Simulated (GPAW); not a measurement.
# Cd2S (P3m1) in GPAW: further runs, part 2 of 2

GPAW 26.7.0.

## (4) Dielectric tensor, LDA

Input file run.py:

```python
import numpy as np
from ase import Atoms
from ase.dft.bandgap import bandgap
from ase.io import write
from gpaw import GPAW, PW
from gpaw.response.df import DielectricFunction

atoms = Atoms(['Cd', 'Cd', 'S'],
              cell=[[3.962670049, 0.0, 0.0],
                    [-1.9813350245, 3.4317729293, 0.0],
                    [0.0, 0.0, 5.809192]],
              scaled_positions=[[0.3333333333, 0.6666666667, 0.932717],
                                [0.6666666667, 0.3333333333, 0.578735],
                                [0.3333333333, 0.6666666667, 0.365705]],
              pbc=True)

calc = GPAW(mode=PW(450),
            xc='LDA',
            kpts={'size': (6, 6, 4), 'gamma': True},
            occupations={'name': 'fermi-dirac', 'width': 0.001},
            nbands=26,
            convergence={'density': 1e-06},
            maxiter=150,
            txt='gpaw.txt')
atoms.calc = calc
energy = atoms.get_potential_energy()
calc.write('gs.gpw')
write('result.traj', atoms)
print(f'Energy: {energy:.6f} eV')
print('Fermi level:', round(calc.get_fermi_level(), 4), 'eV')
print(f'Gap: {bandgap(calc)[0]:.4f} eV, direct: {bandgap(calc, direct=True)[0]:.4f} eV')

for size in [(12, 12, 7), (17, 17, 10)]:
    name = 'x'.join(str(n) for n in size)
    dense = calc.fixed_density(kpts={'size': size, 'gamma': True},
                               nbands=51, convergence={'bands': 45, 'eigenstates': 1e-7},
                               update_fermi_level=True, txt=f'dense-{name}.txt')
    dense.write(f'{name}.gpw', mode='all')
    df = DielectricFunction(f'{name}.gpw', frequencies=np.array([0.0]), hilbert=False, eta=0.001,
                            ecut=80, nbands=45, intraband=False, txt=f'df-{name}.txt')
    for xc in ['RPA', 'LR0.3', 'ALDA_X']:
        for direction in ['x', 'y', 'z', [0, 1, 1], [1, 0, 1], [1, 1, 0]]:
            e0, e = df.get_macroscopic_dielectric_constant(xc=xc, direction=direction)
            print(f'{name} {xc} {direction}: {e0:.4f} without, {e:.4f} with local fields')
```

Potentials or basis: the program's PAW data sets (release 1.2.1) made for this functional, pw.

Run with:

```
$ OMP_NUM_THREADS=1 python run.py
```

gpaw.txt:

```text
__  _  _
 | _ |_)|_||  |
 |__||  | ||/\| - 26.7.0

Input parameters:
  mode=PW(ecut=450.00000000000006),
  convergence={'density': 1e-06},
  kpts=MonkhorstPack(size=(6, 6, 4), gamma=True),
  maxiter=150,
  nbands=26,
  occupations=Occupations(name='fermi-dirac', width=0.001),
  xc=XC(name='LDA')

Diagonalizing LCAO Hamiltonian
Converting LCAO to pw mode

        Cd

            Cd
        S

Atoms  # Å, Bohr magnetons
|   | symbol |         x |        y |        z |    initial magnetic moments |
|---|--------|-----------|----------|----------|-----------------------------|
| 0 |     Cd | -0.000000 | 2.287849 | 5.418332 | ( 0.0000,  0.0000,  0.0000) |
| 1 |     Cd |  1.981335 | 1.143924 | 3.361983 | ( 0.0000,  0.0000,  0.0000) |
| 2 |      S | -0.000000 | 2.287849 | 2.124451 | ( 0.0000,  0.0000,  0.0000) |

Unit cell  # Å
| periodic |         x |        y |        z |  lengths |     angles |
|----------|-----------|----------|----------|----------|------------|
[... 157 lines left out ...]
|iter:   9| |   -8.372376c| -7.46c| -4.51 |
|iter:  10| |   -8.372376c| -8.04c| -4.96 |
|iter:  11| |   -8.372376c| -8.35c| -5.65 |
|iter:  12| |   -8.372376c| -8.97c| -6.05c|

Converged in 12 steps
Energy contributions relative to reference atoms: (reference = -314896.517247)

Energy contributions:
  Kinetic:          12.135153
  Coulomb:         -10.616641
  Zero:              0.251953
  External:          0.000000
  Xc:              -10.142842
  Entropy:          -0.000000
  Spinorbit:         0.000000
  ----------------------------
  Free energy:      -8.372376
  Extrapolated:     -8.372376

dipole moment: (-1.056590, 0.610001, 11.185276)  # |e|*Ang

Fermi level: 3.969
Eigenvalues  # (at kpt = [0.000, 0.000, 0.000])
| band index |      eig [eV] | occ [0-2] |
|------------|---------------|-----------|
|          0 |        -8.839 |     2.000 |
|        ... |               |           |
|          7 |        -4.145 |     2.000 |
|          8 |        -4.145 |     2.000 |
|          9 |        -3.788 |     2.000 |
|         10 |        -3.788 |     2.000 |
|         11 |        -0.745 |     2.000 |
|         12 |         0.032 |     2.000 |
[... 8 lines left out ...]
|         21 |        13.616 |     0.000 |
|         22 |        14.169 |     0.000 |
|        ... |               |           |
|         25 |        15.054 |     0.000 |

Gap: 0.077 eV
Transition (v -> c):
  (s=0, k=15, n=14, [0.33, 0.33, 0.25]) -> (s=0, k=22, n=15, [0.50, 0.50, 0.25])
Direct/indirect transitions are different
Direct gap: 0.420 eV
Transition at: (s=0, k=15, n=14, [0.33, 0.33, 0.25])
# Writing to gs.gpw (mode='')
```

It took 13 min on 1 thread of Arm Neoverse V2, shared host; peak memory 2.1 GiB.

What came out:

| Quantity | Value |
| --- | --- |
| Free energy | -8.3724 eV |
| Band gap on the k mesh | 0.08 eV, indirect (least direct gap 0.42 eV) |
| Electronic dielectric tensor (diagonal) | 23.85, 23.85, 49.08 |

Electronic dielectric tensor:
```
23.85  0.00  0.00
 0.00 23.85  0.00
 0.00  0.00 49.08
```

Caveat: the dielectric constant isn't converged in the k mesh; the gap is small at this level, which inflates the dielectric constant; the long-wavelength limit can be off by several per cent where d states take part; an odd mesh through Γ misses points on the zone boundary, where band edges often lie.

## (5) G0W0 quasiparticle levels, LDA

Input file run.py:

```python
import json
import numpy as np
from ase import Atoms
from ase.dft.bandgap import bandgap
from ase.io import write
from gpaw import GPAW, PW
from gpaw.response.g0w0 import G0W0

atoms = Atoms(['Cd', 'Cd', 'S'],
              cell=[[3.962670049, 0.0, 0.0],
                    [-1.9813350245, 3.4317729293, 0.0],
                    [0.0, 0.0, 5.809192]],
              scaled_positions=[[0.3333333333, 0.6666666667, 0.932717],
                                [0.6666666667, 0.3333333333, 0.578735],
                                [0.3333333333, 0.6666666667, 0.365705]],
              pbc=True)

calc = GPAW(mode=PW(450),
            xc='LDA',
            kpts={'size': (4, 4, 2), 'gamma': True},
            occupations={'name': 'fermi-dirac', 'width': 0.001},
            nbands=26,
            convergence={'density': 1e-06},
            maxiter=150,
            txt='gpaw.txt')
atoms.calc = calc
energy = atoms.get_potential_energy()
calc.write('gs.gpw')
write('result.traj', atoms)
print(f'Energy: {energy:.6f} eV')
print('Fermi level:', round(calc.get_fermi_level(), 4), 'eV')
print(f'Gap: {bandgap(calc)[0]:.4f} eV, direct: {bandgap(calc, direct=True)[0]:.4f} eV')

calc.diagonalize_full_hamiltonian(nbands=333)
calc.write('full.gpw', mode='all')

ibz = calc.get_ibz_k_points()
gap, vbm, cbm = bandgap(calc, output=None)
gap, direct, _ = bandgap(calc, direct=True, output=None)
gamma = int(np.abs(ibz).sum(1).argmin())
kpts = sorted({gamma, vbm[1], cbm[1], direct[1]})
gw = G0W0(calc='full.gpw',
          filename='gw',
          ecut=150,
          ecut_extrapolation=True,
          relbands=(-2, 2),
          kpts=kpts,
          integrate_gamma='WS',
          ppa=True)
gw.calculate()
results = {mode: {key: np.asarray(r[key]).tolist() for key in ['f', 'eps', 'vxc', 'exx', 'sigma', 'Z', 'qp', 'sigma_eskn']}
           for mode, r in gw.all_results.items()}
json.dump({'kpts': ibz[kpts].tolist(), 'results': results}, open('gw.json', 'w'))
for mode, r in results.items():
    f, qp = np.array(r['f']), np.array(r['qp'])
    print(mode, 'quasiparticle energies (eV):')
    print(qp.round(3))
    print(mode, 'gap:', round(qp[f < 0.5].min() - qp[f > 0.5].max(), 4), 'eV')
```

Potentials or basis: the program's PAW data sets (release 1.2.1) made for this functional, pw.

Run with:

```
$ OMP_NUM_THREADS=1 python run.py
```

gpaw.txt:

```text
__  _  _
 | _ |_)|_||  |
 |__||  | ||/\| - 26.7.0

Input parameters:
  mode=PW(ecut=450.00000000000006),
  convergence={'density': 1e-06},
  kpts=MonkhorstPack(size=(4, 4, 2), gamma=True),
  maxiter=150,
  nbands=26,
  occupations=Occupations(name='fermi-dirac', width=0.001),
  xc=XC(name='LDA')

Diagonalizing LCAO Hamiltonian
Converting LCAO to pw mode

        Cd

            Cd
        S

Atoms  # Å, Bohr magnetons
|   | symbol |         x |        y |        z |    initial magnetic moments |
|---|--------|-----------|----------|----------|-----------------------------|
| 0 |     Cd | -0.000000 | 2.287849 | 5.418332 | ( 0.0000,  0.0000,  0.0000) |
| 1 |     Cd |  1.981335 | 1.143924 | 3.361983 | ( 0.0000,  0.0000,  0.0000) |
| 2 |      S | -0.000000 | 2.287849 | 2.124451 | ( 0.0000,  0.0000,  0.0000) |

Unit cell  # Å
| periodic |         x |        y |        z |  lengths |     angles |
|----------|-----------|----------|----------|----------|------------|
|      yes |  3.962670 | 0.000000 | 0.000000 | 3.962670 |  90.000000 |
|      yes | -1.981335 | 3.431773 | 0.000000 | 3.962670 |  90.000000 |
|      yes |  0.000000 | 0.000000 | 5.809192 | 5.809192 | 120.000000 |

Number of symmetries: 6
Symmetry operations  # r_c * U_cc + t_c -> r_c
|   | kind |            matrix            |
|---|------|------------------------------|
| 0 |  σ   |  1, 1, 0,  0,-1, 0,  0, 0, 1 |
| 1 |  E   |  1, 0, 0,  0, 1, 0,  0, 0, 1 |
| 2 |  C3  |  0, 1, 0, -1,-1, 0,  0, 0, 1 |
| 3 |  σ   |  0,-1, 0, -1, 0, 0,  0, 0, 1 |
| 4 |  σ   | -1, 0, 0,  1, 1, 0,  0, 0, 1 |
[... 123 lines left out ...]
convergence criteria:
- Maximum integral of absolute [dens]ity change: 1e-06 electrons / valence electron
- Maximum [total energy] change in last 3 cyles: 0.0005 eV / valence electron
- Maximum integral of absolute [eigenst]ate change: 4e-08 eV^2 / valence electron
maximum number of iterations: 150

SCF iterations
|iter     | |      energy | eigst |  dens |
|---------|-|-------------|-------|-------|
|iter:   1| |   -9.181299 | -0.55 |       |
|iter:   2| |   -8.997505 | -2.31 | -1.26 |
|iter:   3| |   -8.480319 | -1.71 | -1.31 |
|iter:   4| |   -8.470322 | -3.49 | -1.77 |
|iter:   5| |   -8.467357c| -4.07 | -2.13 |
|iter:   6| |   -8.467145c| -4.85 | -2.98 |
|iter:   7| |   -8.467140c| -6.10 | -3.44 |
|iter:   8| |   -8.467140c| -6.91 | -3.91 |
|iter:   9| |   -8.467140c| -7.48c| -4.53 |
|iter:  10| |   -8.467140c| -8.06c| -4.99 |
|iter:  11| |   -8.467140c| -8.37c| -5.63 |
|iter:  12| |   -8.467140c| -8.98c| -6.09c|

Converged in 12 steps
Energy contributions relative to reference atoms: (reference = -314896.517247)

Energy contributions:
  Kinetic:          12.326332
  Coulomb:         -10.873186
  Zero:              0.251647
  External:          0.000000
  Xc:              -10.171932
  Entropy:          -0.000000
  Spinorbit:         0.000000
  ----------------------------
  Free energy:      -8.467140
  Extrapolated:     -8.467140

dipole moment: (-1.039028, 0.599862, 11.176191)  # |e|*Ang

Fermi level: 4.158
Eigenvalues  # (at kpt = [0.000, 0.000, 0.000])
| band index |      eig [eV] | occ [0-2] |
|------------|---------------|-----------|
|          0 |        -8.859 |     2.000 |
|        ... |               |           |
|          7 |        -4.124 |     2.000 |
|          8 |        -4.124 |     2.000 |
|          9 |        -3.780 |     2.000 |
|         10 |        -3.780 |     2.000 |
|         11 |        -0.737 |     2.000 |
|         12 |         0.035 |     2.000 |
[... 8 lines left out ...]
|         21 |        13.619 |     0.000 |
|         22 |        14.176 |     0.000 |
|        ... |               |           |
|         25 |        15.062 |     0.000 |

Gap: 0.649 eV
Transition (v -> c):
  (s=0, k=3, n=14, [0.25, 0.00, 0.50]) -> (s=0, k=6, n=15, [0.50, 0.50, 0.00])
Direct/indirect transitions are different
Direct gap: 1.208 eV
Transition at: (s=0, k=1, n=14, [0.00, 0.00, 0.50])
# Writing to gs.gpw (mode='')

Matrix size: 1728x1728
# Writing to full.gpw (mode='all')
```

gw.w.txt:

```text
FrequencyGridDescriptor(from 0.000+0.000j to 0.000+27.211j eV, 2 points)
FrequencyGridDescriptor(from 0.000+0.000j to 0.000+27.211j eV, 2 points)

BZ k-points: Symmetries present (total): 6

32 k-points: 4 x 4 x 2 Monkhorst-Pack grid + [1/8,1/8,1/4]
8 k-points in the irreducible part of the Brillouin zone
       k-points in crystal coordinates                weights
[... 144 lines left out ...]
  15   0.000   6.756 -13.027  -8.135  -4.514  -0.270   0.788   7.053
  16   0.000   8.671 -12.633  -7.587  -4.871  -0.293   0.773   8.807
[... 17 lines left out ...]
k-point 3 (6): (0.500, 0.500, 0.000)                GW
band       f     eps     vxc     exx   sigma  dsigma       Z      qp
                                                                   GW
  13   1.000   2.176 -15.369 -18.270   2.045  -0.319   0.758   1.527
  14   1.000   2.441 -13.843 -14.073   0.032  -0.281   0.781   2.286
  15   0.000   4.321 -12.175  -9.493  -2.780  -0.271   0.787   4.243
  16   0.000   6.798 -12.519  -7.899  -4.291  -0.263   0.792   7.058
```

Wall time 20 min (1 thread of Arm Neoverse V2, shared host); peak memory 0.49 GiB.

What came out:

- Free energy: -8.4671 eV
- Band gap on the k mesh, mean-field level: 0.65 eV, indirect (least direct gap 1.21 eV)
- Quasiparticle gap: 0.94 eV
- Least direct quasiparticle gap: 1.81 eV

Levels at points of the mesh, in eV from the valence-band top:
```csv
k point,band 12,band 13,band 14,band 15,band 16,band 17,band 18,band 19
"(0.00, 0.00, 0.00)",-4.41,-3.64,-0.60,-0.60,3.08,5.00,6.75,6.75
"(0.00, 0.00, 0.50)",-5.88,-0.52,-0.52,-0.12,1.09,4.69,6.33,6.33
"(0.50, 0.50, 0.00)",-4.42,-2.91,-1.50,-1.23,0.65,3.13,4.70,5.83
"(0.50, 0.50, 0.50)",-4.01,-3.65,-1.27,-0.92,1.64,3.30,4.47,5.65
```

Caveat: the k mesh is coarse (spacing up to 0.54 Å⁻¹), so the values aren't converged; the quasiparticle gap is taken among the few k points that were corrected; the long-wavelength limit can be off by several per cent where d states take part.

## (6) Overview

| task | level | potentials or basis | k mesh | cutoff (eV) | smearing | band path | band points | response ecut | response k mesh | response bands | mesh quality | pressure (GPa) | largest force (eV/Å) |
| --- | --- | --- | --- | --- | --- | --- | --- | --- | --- | --- | --- | --- | --- |
| band structure | PBEsol | PAW data sets generated in the run's folder for this functional, pw | 6 × 6 × 4 | 600 | fermi-dirac 0.05 eV | GMKGALHA,LM,KH | 60 | - | - | - | not flagged | -3.3 | 0.12 |
| band structure | LDA | the program's PAW data sets (release 1.2.1) made for this functional, pw | 6 × 6 × 4 | 600 | fermi-dirac 0.05 eV | GMKGALHA,LM,KH | 60 | - | - | - | not flagged | -5.2 | 0.15 |
| dielectric tensor | LDA | the program's PAW data sets (release 1.2.1) made for this functional, pw | 6 × 6 × 4 | 450 | fermi-dirac 0.001 eV | - | - | 80 eV | 17 × 17 × 10 | 45 | not flagged | - | - |
| G0W0 quasiparticle levels | LDA | the program's PAW data sets (release 1.2.1) made for this functional, pw | 4 × 4 × 2 | 450 | fermi-dirac 0.001 eV | - | - | 150 eV | - | 329 | coarse | - | - |

Alike in all rows: no spin polarisation; cell as given.

Caveats: some runs use coarse meshes; the long-wavelength limit can be off by several per cent where d states take part (some runs); the dielectric constant isn't converged in the k mesh (some runs); the gap is small at this level, which inflates the dielectric constant (some runs); an odd mesh through Γ misses points on the zone boundary, where band edges often lie (some runs); the quasiparticle gap is taken among the few k points that were corrected (some runs).

Total energies depend on the potentials used, so only differences within one code and one set of settings carry meaning.
